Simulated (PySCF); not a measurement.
# A diatomic session: TeH+

The task here is to estimate one member of a computed series from the others.

The runs use PySCF 2.14.0; Te aug-cc-pVDZ-PP with ECP28, H aug-cc-pVDZ, scalar-relativistic core potentials.

Set-up of the first run:

Settings of the job:

```
atoms                         : Te, H
charge                        : 1
basis                         : Te aug-cc-pVDZ-PP with ECP28, H aug-cc-pVDZ
Hamiltonian                   : scalar-relativistic core potentials
basis functions               : 41
electrons treated             : 24
masses in u                   : 129.9062, 1.0078
levels                        : PBE0, PBE, r²SCAN, B2PLYP, M06-2X, r²SCAN0, ωB97X, HF, MP2, SCS-MP2, CCSD, CCSD(T)
grid                          : 80 radial by 434 angular points
occupations                   : held fixed by the projection of orbital angular momentum
dissociation limit            : Te+ + H, each in its ground configuration
starting distance in angstrom : 1.740
values of 2S to try           : 0, 2, 4
```

Command:

```sh
> OMP_NUM_THREADS=1 python dia.py task.json out
```

Steps of the session up to this table: Input; The PBE0 curve of the state that the search chose; Excited determinants; PBE (GGA); r²SCAN (meta-GGA); B2PLYP (double hybrid); M06-2X; r²SCAN0 (hybrid meta-GGA); ωB97X (range-separated hybrid); UHF; Adding correlation.

One of the session's tables, all rows but one given; the rest of the session is left out.

It belongs to the step «The curves together». Energy (eV) from each level's lowest point:

| R (Å) | UHF | UHF-MP2 | UHF-SCS-MP2 | UHF-CCSD | UHF-CCSD(T) |
| --- | --- | --- | --- | --- | --- |
| 1.444 | 0.578 | 0.587 | 0.598 | n/a | n/a |
| 1.511 | 0.243 | 0.254 | 0.261 | 0.278 | 0.283 |
| 1.578 | 0.062 | 0.071 | 0.075 | 0.086 | 0.089 |
| 1.629 | 0.004 | 0.010 | 0.012 | 0.018 | 0.020 |
| 1.679 | 0.000 | 0.000 | 0.000 | 0.000 | 0.000 |
| 1.729 | ? | ? | ? | ? | ? |
| 1.796 | 0.140 | 0.124 | 0.121 | 0.100 | 0.096 |
| 1.881 | 0.325 | 0.302 | 0.299 | 0.252 | 0.244 |
| 1.981 | 0.585 | 0.593 | 0.599 | 0.484 | 0.472 |
| 2.115 | 0.903 | 1.052 | 1.084 | n/a | n/a |

Q: Estimate the row for R (Å) = 1.729 from the others.

Worked estimate for «UHF». A straight line through the neighbours (1.679, 0.000) and (1.796, 0.140) gives 0.000 + (0.140 − 0.000) × (1.729 − 1.679) / (1.796 − 1.679) = 0.060; a parabola fitted to 4 rows on both sides gives 0.042.

As computed: UHF: 0.038; UHF-MP2: 0.032; UHF-SCS-MP2: 0.030; UHF-CCSD: 0.022; UHF-CCSD(T): 0.021. In «UHF» the line misses by +0.022 and the parabola by +0.004.
